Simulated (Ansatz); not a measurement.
The system is CsLiCr2Te2S3.

```
Cs Li Cr Te S
1.0
     3.31929    1.91639    6.87982
    -3.31929    1.91639    6.87982
     0.00000   -3.83279    6.87982
Cs Li Cr Te S
1 1 2 2 3
Direct
  0.00000 0.00000 0.00000
  0.50000 0.50000 0.50000
  0.79848 0.79848 0.79848
  0.20152 0.20152 0.20152
  0.67990 0.67990 0.67990
  0.32010 0.32010 0.32010
  0.13626 0.86374 0.50000
  0.50000 0.13626 0.86374
  0.86374 0.50000 0.13626
```

The cell was built by a generator and needn't be a form met in nature.

```yaml
Program: Ansatz 0.2.0
Task: relaxation of cell and atoms
Functional: revPBE
Potentials_or_basis: Ansatz PAW
Cutoff: "420 eV (not typed: the program's choice for these potentials)"
k_mesh: 4 × 4 × 4
Occupations: fermi-dirac, width 0.05 eV
Spin: collinear spin, ferromagnetic start
Starting_moments: "[0.0, 0.0, 3.0, 3.0, 0.0, 0.0, 0.0, 0.0, 0.0] μB"
```

At the start: volume 29.18 Å³/atom.

Question: Where does the relaxation end?

Answer: It ends after 11 steps and the volume is 32.91 Å³/atom (+12.8 %); space group R32 (No. 155, to 0.05 Å); moment 4.00 μB per cell.

Step by step:
```csv
step,energy change (eV),largest force (eV/Å),volume (Å³)
1,0.0000,0.0907,262.58
2,-0.0441,0.0897,271.63
3,-0.0643,0.0196,280.91
4,-0.0712,0.0196,286.11
5,-0.0737,0.0133,289.42
6,-0.0739,0.0062,289.00
7,-0.0801,0.0060,289.00
8,-0.0813,0.0123,292.11
9,-0.0813,0.0348,295.21
10,-0.0816,0.0031,296.20
11,-0.0824,0.0031,296.20
```

Final structure:
```
Cs Li Cr Te S
1.0
     3.34145    1.92918    7.65828
    -3.34145    1.92918    7.65828
     0.00000   -3.85837    7.65828
Cs Li Cr Te S
1 1 2 2 3
Direct
  0.00000 0.00000 0.00000
  0.50000 0.50000 0.50000
  0.80129 0.80129 0.80129
  0.19871 0.19871 0.19871
  0.69408 0.69408 0.69408
  0.30592 0.30592 0.30592
  0.13571 0.86429 0.50000
  0.50000 0.13571 0.86429
  0.86429 0.50000 0.13571
```

Caveat: the plane-wave basis is chosen anew once the cell has moved, so the energies of steps on either side of that aren't comparable; only a ferromagnetic start was run, and an antiferromagnetic order may lie lower in energy; the PAW data sets come from PBE, with cores solved anew for the run's functional, which leaves a small shift of forces and pressure.
